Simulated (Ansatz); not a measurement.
# SiH4S3: a ladder of functionals and wavefunction methods

Aim: compute SiH4S3 with functionals from several rungs and with coupled cluster. The yardstick is the atomisation energy at the CCSD(T) limit.

Computed with Ansatz 0.2.0, Gaussian basis. Level: functionals in def2-TZVPP, the program's frozen cores in correlated methods.

Levels to be run: PBE-D4, r2SCAN-D4, PBE0-D4, B3LYP-D4, ωB97X-V, ωB97M-V, B2PLYP; CCSD(T)/def2-TZVPP; CCSD(T)/def2-QZVPP; extrapolation to the limit.

## (1) The geometry

The geometry comes from an earlier relaxation with PBE0-D4 in a triple-zeta def2 set; it is a stationary point, not always the lowest conformer.

8 atoms, charge 0, spin multiplicity 1.

Atoms are counted from 1 here; the program's logs count them from 0.

Bond lengths: S1–Si2 2.128 Å, S1–H5 1.346 Å, Si2–S3 2.125 Å, Si2–S4 2.131 Å, Si2–H6 1.481 Å, S3–H7 1.345 Å, S4–H8 1.345 Å. Angles: Si2–S1–H5 94.2°, S1–Si2–S3 108.1°, S1–Si2–S4 105.9°, S1–Si2–H6 113.6°, S3–Si2–S4 115.2°, S3–Si2–H6 103.9°, S4–Si2–H6 110.4°, Si2–S3–H7 94.0°, Si2–S4–H8 94.0°.

## (2) PBE-D4 (GGA)

Input file in.yaml:

```yaml
crystal:
  periodic: [false, false, false]
  atoms:
    - {symbol: S, position_ang: [-0.802310, 1.509696, 1.225446]}
    - {symbol: Si, position_ang: [-0.286185, -0.251218, 0.148821]}
    - {symbol: S, position_ang: [1.166538, -1.313485, 1.278881]}
    - {symbol: S, position_ang: [0.363258, 0.408533, -1.770425]}
    - {symbol: H, position_ang: [-1.523820, 2.033881, 0.217909]}
    - {symbol: H, position_ang: [-1.405171, -1.212487, 0.014051]}
    - {symbol: H, position_ang: [2.091666, -0.343129, 1.176034]}
    - {symbol: H, position_ang: [0.396034, -0.831793, -2.290707]}
basis:
  gaussian: {orbitals: def2-TZVPP}
hamiltonian: {xc: pbe, dispersion: d4}
output: {forces: true, orbitals: {seedname: orbitals}}
```

Started as:

```bash
> ansatz run in.yaml --threads 2 --pin off --events-out ev --progress --plain --max-ram 20480MiB --backend cpu
```

Further steps of the session: r2SCAN-D4 (meta-GGA); PBE0-D4 (hybrid); B3LYP-D4 (hybrid); ωB97X-V (range-separated); ωB97M-V (range-separated); B2PLYP (double hybrid); CCSD(T) in def2-TZVPP; CCSD(T) in def2-QZVPP.

Q: Predict the results of all the runs planned. Wanted: atomisation energy, CCSD(T)/CBS; farthest; mean size of error, hybrid; mean size of error, range-separated; gap, smallest and largest; T1 diagnostic; triples share of the correlation energy.

As calculated:

```
                               quantity                                 value
        atomisation energy, CCSD(T)/CBS                         2417.9 kJ/mol
 functionals within 12.1 kJ/mol (0.5 %)                     PBE-D4, r2SCAN-D4
                               farthest                 B2PLYP (-70.4 kJ/mol)
             mean size of error, hybrid                           25.0 kJ/mol
    mean size of error, range-separated                           16.1 kJ/mol
              gap, smallest and largest  5.13 eV (PBE-D4), 11.74 eV (ωB97X-V)
                          T1 diagnostic                                0.0115
triples share of the correlation energy                                 4.5 %
```

In words: PBE-D4 is off by +11.4 kJ/mol. Double hybrids carry the basis error of their MP2 part in triple zeta, and no dispersion term here, so their miss is partly the set-up's. Misses under about 12.1 kJ/mol are within the doubt on the reference itself, which lacks core-valence correlation, relativity and higher excitations. Hartree-Fock recovers 70 % of the binding; the rest is correlation. The gap grows from 5.1 to 11.7 eV across the functionals, mostly with the share of exact exchange.
